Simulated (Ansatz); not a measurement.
# Sn: the cost of one run

All numbers are computed with Ansatz 0.2.0, driven from Python. Level of theory: DFT LDA, plane waves, PAW.

### Step 1. The system

Symmetry: I4/mmm, No. 139, tetragonal system. Conventional cell: a = 3.182 Å, b = 3.182 Å, c = 5.831 Å, α = 90.00°, β = 90.00°, γ = 90.00°. Around Sn (site symmetry 4/mmm) lie 4 Sn at 3.18 Å.

The script holds or builds the structure itself.

### Step 2. Script

The input, sn.py:

```python
# -*- coding: utf-8 -*-
"""Cutoff test for Sn."""

import warnings

import ansatz as az
import matplotlib.pyplot as plt
import numpy as np

config = {
    "functional": "lda",
    "sigma": 0.3,
}


def main():
    warnings.simplefilter("ignore", az.DeckWarning)

    vectors = np.array([
        [-1.59075, 1.59075, 2.91565],
        [1.59075, -1.59075, 2.91565],
        [1.59075, 1.59075, -2.91565],
    ])
    structure = az.Lattice.of(vectors).atom("Sn", [0.0, 0.0, 0.0])

    model = (
        structure.calculation()
        .functional(config["functional"])
        .kpoints(13, shift=0.5)
        .occupations(az.OccupationsMethod.FERMI_DIRAC, width=config["sigma"])
        .mixing("msr1", preconditioner="kerker_dos")
        .initial_density(normalization="atom")
        .forces()
        .stress()
    )

    rows = []
    for value in [250, 300, 350, 400, 450]:
        rep = model.basis(value).run(threads=1).report
        rows.append((value, rep["free_energy_ev"] / len(rep["lattice"]["sites"]), rep["n_iterations"], sum(rep["stress_gpa"][i][i] for i in range(3)) / 3, max(abs(f) for row in rep["forces_ev_ang"] for f in row), rep["n_pw"]))

    print(" cutoff (eV)   F/atom (eV)    iterations       P (GPa)  max force (eV/A)   plane waves")
    for row in rows:
        print(f"{str(row[0]):>12s}  {row[1]:12.5f}  {row[2]:12d}  {row[3]:12.3f}  {row[4]:16.4f}  {row[5]:12d}")

    # the last row is the reference
    for row in rows[:-1]:
        shift = 1000 * (row[1] - rows[-1][1])
        print(f"{row[0]}: {shift:+.2f} meV/atom" + ("  (within 1 meV)" if abs(shift) < 1 else ""))
    plt.figure(figsize=(4.5, 3))
    plt.plot([str(row[0]) for row in rows], [1000 * (row[1] - rows[-1][1]) for row in rows], "o-")
    plt.xlabel("cutoff (eV)")
    plt.ylabel("F - F(last) (meV/atom)")
    plt.tight_layout()
    plt.savefig("ecut.png", dpi=100)


if __name__ == "__main__":
    main()
```

### Step 3. The calls as engine input

The engine receives this input (first run):

```yaml
crystal:
  lattice:
    - [-1.59075, 1.59075, 2.91565]
    - [1.59075, -1.59075, 2.91565]
    - [1.59075, 1.59075, -2.91565]
  atoms:
    - { symbol: Sn, position: [0.0, 0.0, 0.0] }
basis:
  ecutwfc: 250.0
kpoints:
  mp_grid:
    grid: [13, 13, 13]
    shift: [0.5, 0.5, 0.5]
hamiltonian:
  xc: lda
scf:
  mixing:
    algorithm: msr1
    preconditioner: kerker_dos
  occupations:
    method: fermi_dirac
    width: 0.3
  initial_density:
    normalization: atom
output:
  forces: true
  stress: true
```

### Step 4. The run

On the command line:

```
python sn.py
```

**Question.** How long does this script take on 1 thread of AMD EPYC 7R43 (Zen 3), shared host, and how much memory does it need?

About 21 s, with a peak of 0.48 GiB.
